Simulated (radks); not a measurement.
# Cr¹⁷⁺ in [He] 2s2 2p2 3d1: an all-electron calculation

An exercise on one series of results from a longer session: the logs are not shown, and one member is left open.

The numbers are computed with radks (a radial shooting solver on a logarithmic mesh, Libxc functionals) version 1 (Dirac Kohn-Sham, LDA (Slater exchange, Perdew-Wang correlation), spin-unpolarised, spherical densities, point nucleus; open shells fill j = l - 1/2 first), except any that are marked as measured or tabulated.

## The atom as given

| Quantity | Value |
| --- | --- |
| element | chromium (Z = 24) |
| charge | +17 |
| electrons | 7 |
| configuration | [He] 2s2 2p2 3d1 |

Set-up of the first run:

The run's settings:

```text
Z 24
configuration [He] 2s2 2p2 3d1 3s0 3p0 4d0 4f0
relativity Dirac
functional lda,pw
spin unpolarised
j_filling energy
nucleus point
c 137.035999084
```

Steps of the session up to this table: Self-consistent calculation.

One table of the session follows, with a row left open; its other results are not shown here.

It belongs to the step «Orbitals and density». Sizes of the orbitals, from the radial functions (bohr):

| level | <r> | outermost maximum (interpolated) | 90 % within | nodes |
| --- | --- | --- | --- | --- |
| 1s1/2 | 0.06340 | 0.0416 | 0.113 | 0 |
| 2s1/2 | 0.2729 | 0.233 | 0.419 | 1 |
| 2p1/2 | 0.2342 | 0.184 | 0.379 | 0 |
| 2p3/2 | 0.2366 | 0.186 | 0.382 | 0 |
| 3s1/2 | 0.6594 | 0.626 | 0.954 | 2 |
| 3p1/2 | 0.6319 | 0.595 | 0.933 | 1 |
| 3p3/2 | 0.6355 | 0.599 | 0.938 | 1 |
| 3d3/2 | 0.5549 | 0.471 | 0.843 | 0 |
| 3d5/2 | 0.5560 | 0.472 | 0.844 | 0 |
| 4d3/2 | 1.142 | 1.15 | 1.65 | 1 |
| 4d5/2 | 1.143 | 1.15 | 1.66 | 1 |
| 4f5/2 | 1.002 | 0.889 | 1.45 | 0 |
| 4f7/2 | ? | ? | ? | ? |

Estimate the missing values for 4f7/2.

The run gave: <r>: 1.003; outermost maximum (interpolated): 0.889; 90 % within: 1.45; nodes: 0. In the column «<r>» it lies between 4f5/2 (1.002) and 4d3/2 (1.142).
